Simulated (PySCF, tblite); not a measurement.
# C₅H₁₁BClN: geometry, infrared bands and NMR shifts

Aim: predict the infrared bands and NMR shifts of C₅H₁₁BClN (`C#CCCC[B@H-]([NH3+])Cl`).

The runs use tblite 0.8.0 and PySCF 2.14.0, with density-fitted response routines of our own; the level of theory stands in each step. All values are computed, except where a source is named. Atoms are numbered from 0 throughout.

**1. Starting geometry**

19 atoms, charge 0, multiplicity 1; geometry from: force field or distance geometry start.

Bonds of the start (Å): C0–C1 1.19, C1–C2 1.49, C2–C3 1.53, C3–C4 1.50, C4–B5 1.61, B5–N6 1.53, B5–Cl7 1.87, C0–H8 1.07, C2–H9 1.10, C2–H10 1.12, C3–H11 1.11, C3–H12 1.09, C4–H13 1.12, C4–H14 1.09, B5–H15 1.21, N6–H16 1.04, N6–H17 1.05, N6–H18 1.05.

**2. Relaxing the molecule with GFN2-xTB**

The job: settings as JSON, then the geometry in Å.

```
{"job": {"kind": "relax", "xc": "GFN2-xTB", "basis": "xTB"}, "charge": 0, "multiplicity": 1}
C     -3.826100     1.113300    -0.521300
C     -2.970900     0.326700    -0.242500
C     -1.906100    -0.659300     0.103700
C     -0.605000     0.119800     0.275700
C      0.542300    -0.784200     0.635200
B      1.811500     0.190200     0.777300
N      2.680200     0.195000    -0.482200
Cl     2.796800    -0.395500     2.258800
H     -4.605600     1.801700    -0.784200
H     -2.161300    -1.135500     1.058400
H     -1.812100    -1.438000    -0.691300
H     -0.784500     0.803000     1.133900
H     -0.415000     0.731800    -0.604800
H      0.721000    -1.531400    -0.177700
H      0.376300    -1.271100     1.599200
H      1.409800     1.313700     0.981000
H      2.161300     0.462100    -1.342400
H      3.439600     0.902000    -0.306300
H      3.137900    -0.734900    -0.647500
```

Command:

```bash
$ OMP_NUM_THREADS=1 python probes_run.py task.json out
```

One launch serves the whole session: the jobs run in the order shown.

**Question.** This job is followed by: GFN2-xTB harmonic vibrations, gas phase; GIAO PBE0/pcSseg-1 NMR shielding, non-relativistic, gas phase. What will the session give for the following? strongest single infrared mode (GFN2-xTB); zero-point energy (GFN2-xTB); 13C shifts against TMS (PBE0/pcSseg-1); 1H shifts against TMS (PBE0/pcSseg-1, means over atoms taken as alike); 11B shifts against BF3·OEt2 (PBE0/pcSseg-1); 15N shifts against NH3 (PBE0/pcSseg-1); 35Cl shifts against HCl (PBE0/pcSseg-1).

The runs gave:

| quantity | value |
| --- | --- |
| strongest single infrared mode (GFN2-xTB) | 1247 cm⁻¹, 257 km/mol |
| zero-point energy (GFN2-xTB) | 96.8 kcal/mol |
| 13C shifts against TMS (PBE0/pcSseg-1) | 90.2, 73.8, 34.0, 30.9, 25.4 ppm |
| 1H shifts against TMS (PBE0/pcSseg-1, means over atoms taken as alike) | 3.29, 3.12, 2.31, 2.18, 1.72, 1.33, 1.03, 0.83, 0.11 ppm |
| 11B shifts against BF3·OEt2 (PBE0/pcSseg-1) | -7.1 ppm |
| 15N shifts against NH3 (PBE0/pcSseg-1) | 63.5 ppm |
| 35Cl shifts against HCl (PBE0/pcSseg-1) | 13 ppm |

What this shows: Over 129 steps the energy fell by 0.585 eV; of the close pairs, B5–N6 changed most, 1.530 to 1.640 Å. All 51 modes are real, so the xTB geometry is a minimum. The strongest single mode, at 1247 cm⁻¹, moves mainly H18, H17 and H16. GFN2-xTB is a fitted tight-binding method: band positions and strengths are rough. Its intensities can rank the bands wrongly. At PBE0/pcSseg-1: The largest span, 305 ppm, is at C1, where the paramagnetic term is -162 ppm.
